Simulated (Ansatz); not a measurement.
# BH5SSeSi: the cost of one run

All numbers are computed with the Python package of Ansatz 0.2.0. Level of theory: MP2/def2-SVPD.

## Step 1: The structure

Bond lengths: S1–B2 1.836 Å, B2–Si3 1.912 Å, Si3–Se4 2.230 Å, S1–H5 1.404 Å, B2–H6 1.189 Å, Si3–H7 1.508 Å, Si3–H8 1.518 Å, Se4–H9 1.613 Å. Angles: S1–B2–Si3 118.2°, S1–B2–H6 121.3°, Si3–B2–H6 120.5°, B2–S1–H5 93.1°, B2–Si3–Se4 112.4°, B2–Si3–H7 110.4°, B2–Si3–H8 110.3°, Se4–Si3–H7 108.9°, Se4–Si3–H8 109.0°, H7–Si3–H8 105.6°, Si3–Se4–H9 90.3°.

The script reads bh5ssesi.xyz:

```xyz
9

S    -1.82830    1.12970    0.19060
B    -0.34930    0.72700   -0.82020
Si    0.93940   -0.48440   -0.09440
Se    0.06860   -2.49230    0.33490
H    -1.22400    2.25920    0.76490
H    -0.18270    1.21290   -1.89290
H     1.52810    0.07430    1.17650
H     2.10750   -0.64550   -1.05050
H    -0.97090   -1.82730    1.37400
```

## Step 2: Script

File bh5ssesi.py:

```python
import ansatz as az

BASIS_SET = 'def2-SVPD'
METHOD = 'MP2'

mol = az.Crystal.molecule_from_extxyz('bh5ssesi.xyz')

calculation = mol.calculation().basis(gaussian=BASIS_SET).correlation(METHOD)
found = {}
for unpaired in [0, 2, 4]:
    report = calculation.spin('collinear', total=unpaired).run().report
    s = unpaired / 2
    found[unpaired] = report['free_energy_ev']
    print(f'2S+1 = {unpaired + 1}: E = {found[unpaired]:.5f} eV, <S^2> = {abs(report["mean_field"]["state"]["spin_squared"]):.3f} (pure state {s * (s + 1):.2f})')
lowest = min(found, key=found.get)
for unpaired, e in found.items():
    print(f'multiplicity {unpaired + 1}: {(e - found[lowest]):.3f} eV above the lowest')
```

## Step 3: The input behind the calls

The package turns the script's settings into the engine's input (first run):

```yaml
crystal:
  periodic: [false, false, false]
  atoms:
    - { symbol: S, position_ang: [-1.8283, 1.1297, 0.1906] }
    - { symbol: B, position_ang: [-0.3493, 0.727, -0.8202] }
    - { symbol: Si, position_ang: [0.9394, -0.4844, -0.0944] }
    - { symbol: Se, position_ang: [0.0686, -2.4923, 0.3349] }
    - { symbol: H, position_ang: [-1.224, 2.2592, 0.7649] }
    - { symbol: H, position_ang: [-0.1827, 1.2129, -1.8929] }
    - { symbol: H, position_ang: [1.5281, 0.0743, 1.1765] }
    - { symbol: H, position_ang: [2.1075, -0.6455, -1.0505] }
    - { symbol: H, position_ang: [-0.9709, -1.8273, 1.374] }
basis:
  gaussian:
    orbitals: def2-SVPD
magnetization:
  spin_polarized: true
  initial_magnetization: 0.0
correlation:
  method: mp2
```

## Step 4: Launch

Launch:

```bash
$ python bh5ssesi.py
```

**Question.** How long does this script take on 1 thread of Arm Neoverse V1, shared host, and how much memory does it need?

About 49 s, with a peak of 0.58 GiB.
